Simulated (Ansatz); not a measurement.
# Na3TeH: further runs on the relaxed cell

An exercise on one series of results from a longer session: the logs are not shown, and one member is left open.

Computed with Ansatz 0.2.0 (DFT PBE and PBEsol (the runs whose input is shown use PBEsol), scalar-relativistic, plane waves, PAW).

## The system as given

It takes space group Pm-3m (No. 221, cubic). Conventional cell: a = 4.761 Å, b = 4.761 Å, c = 4.761 Å, α = 90.00°, β = 90.00°, γ = 90.00°. Na (site symmetry 4/mmm) is surrounded by 2 H at 2.38 Å and 8 Na at 3.37 Å and 4 Te at 3.37 Å. Around Te (site symmetry m-3m) lie 12 Na at 3.37 Å. H (site symmetry m-3m) has 6 Na at 2.38 Å as nearest neighbours.

Coordinates:

```cif
data_structure
_symmetry_space_group_name_H-M 'P 1'
_symmetry_Int_Tables_number 1
_cell_length_a 4.7608
_cell_length_b 4.7608
_cell_length_c 4.7608
_cell_angle_alpha 90.000
_cell_angle_beta 90.000
_cell_angle_gamma 90.000
_cell_volume 107.90
loop_
_atom_site_label
_atom_site_type_symbol
_atom_site_fract_x
_atom_site_fract_y
_atom_site_fract_z
_atom_site_occupancy
Na1 Na 0.50000 0.00000 0.50000 1
Na2 Na 0.00000 0.50000 0.50000 1
Na3 Na 0.50000 0.50000 0.00000 1
Te1 Te 0.00000 0.00000 0.00000 1
H1 H 0.50000 0.50000 0.50000 1
```

It is the result of an earlier relaxation at this level (volume 21.58 Å³/atom; gap on the mesh: 2.63 eV).

The first run:

Contents of input.yaml:

```yaml
crystal:
  lattice:
    - [4.760784894, 0.0, 0.0]
    - [0.0, 4.760784894, 0.0]
    - [0.0, 0.0, 4.760784894]
  atoms:
    - { symbol: Na, position: [0.5, 0.0, 0.5] }
    - { symbol: Na, position: [0.0, 0.5, 0.5] }
    - { symbol: Na, position: [0.5, 0.5, 0.0] }
    - { symbol: Te, position: [0.0, 0.0, 0.0] }
    - { symbol: H, position: [0.5, 0.5, 0.5] }
basis:
  ecutwfc: 420
kpoints:
  mp_grid: { grid: [6, 6, 6] }
hamiltonian:
  xc: pbesol
scf:
  occupations: { method: gaussian, width: 0.02 }
output:
  forces: true
  stress: true
  eigenvalues: true
  write_density: true
  write_potential: true
  elf: true
  volumetric_format: npy
relax:
  adjacent_minimum: "off"
  f_tol: 0.005
  max_steps: 50
  cell: { stress_tol: 0.05 }
```

On the command line:

```sh
ansatz run input.yaml --threads 2 --pin off --max-ram 5120MiB --backend cpu --events-out ev --progress --plain --runs-dir out
```

Steps of the session up to this table: The cell under PBEsol; The cell under PBE+D3(BJ); The cell under LDA; The cell under r2SCAN.

One of the session's tables, all rows but one given; the rest of the session is left out.

It belongs to the step «One structure, several functionals». 

```
functional  a (Å)  b (Å)  c (Å)  volume (Å³/atom)  gap on the mesh (eV)
       PBE  4.761  4.761  4.761             21.58                  2.63
    PBEsol  4.702  4.702  4.702             20.79                  2.66
PBE+D3(BJ)  4.642  4.642  4.642             20.01                  2.87
       LDA  4.612  4.612  4.612             19.62                  2.72
    r2SCAN      ?      ?      ?                 ?                     ?
```

**Question.** Estimate the row for r2SCAN.

As computed: a (Å): 4.720; b (Å): 4.720; c (Å): 4.720; volume (Å³/atom): 21.03; gap on the mesh (eV): 3.39. In the column «a (Å)» it lies between PBEsol (4.702) and PBE (4.761).
